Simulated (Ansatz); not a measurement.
# ClF4Ta: the cost of one run

Program: Ansatz 0.2.0. Level of theory: RKS PBE-D4/def2-SVP. These are calculated values, not measurements.

### 1 Starting point

Bond lengths: Ta1–F2 1.930 Å, Ta1–F3 1.930 Å, Ta1–F4 1.930 Å, Ta1–Cl5 2.470 Å, Ta1–F6 1.930 Å. Angles: F2–Ta1–F3 90.0°, F2–Ta1–F4 90.0°, F2–Ta1–Cl5 120.0°, F2–Ta1–F6 120.0°, F3–Ta1–F4 180.0°, F3–Ta1–Cl5 90.0°, F3–Ta1–F6 90.0°, F4–Ta1–Cl5 90.0°, F4–Ta1–F6 90.0°, Cl5–Ta1–F6 120.0°.

Coordinates:

```xyz
6

Ta    0.0000    0.0000    0.0000
F     1.9300    0.0000    0.0000
F     0.0000    0.0000    1.9300
F     0.0000    0.0000   -1.9300
Cl   -1.2350    2.1390    0.0000
F    -0.9650   -1.6714    0.0000
```

### 2 Preparing the start

input.yaml

```yaml
crystal:
  periodic: [false, false, false]
  atoms:
    - { symbol: Ta, position_ang: [0.0, 0.0, 0.0] }
    - { symbol: F, position_ang: [1.93, 0.0, 0.0] }
    - { symbol: F, position_ang: [0.0, 0.0, 1.93] }
    - { symbol: F, position_ang: [0.0, 0.0, -1.93] }
    - { symbol: Cl, position_ang: [-1.235, 2.139, 0.0] }
    - { symbol: F, position_ang: [-0.965, -1.6714, 0.0] }
basis:
  gaussian: { orbitals: def2-SVP }
hamiltonian:
  xc: pbe
  dispersion: d4
relax:
  f_tol: 0.02
  max_steps: 40
output:
  orbitals: {}
```

Started as:

```
ansatz run input.yaml --threads 2 --pin off --max-ram 3072MiB --backend cpu --events-out ev --progress --plain --runs-dir out
```

**Question.** How long does this run take on 2 threads of AMD EPYC 7B13 (Zen 3), shared host, and how much memory does it need?

About 19 s, with a peak of 0.15 GiB.
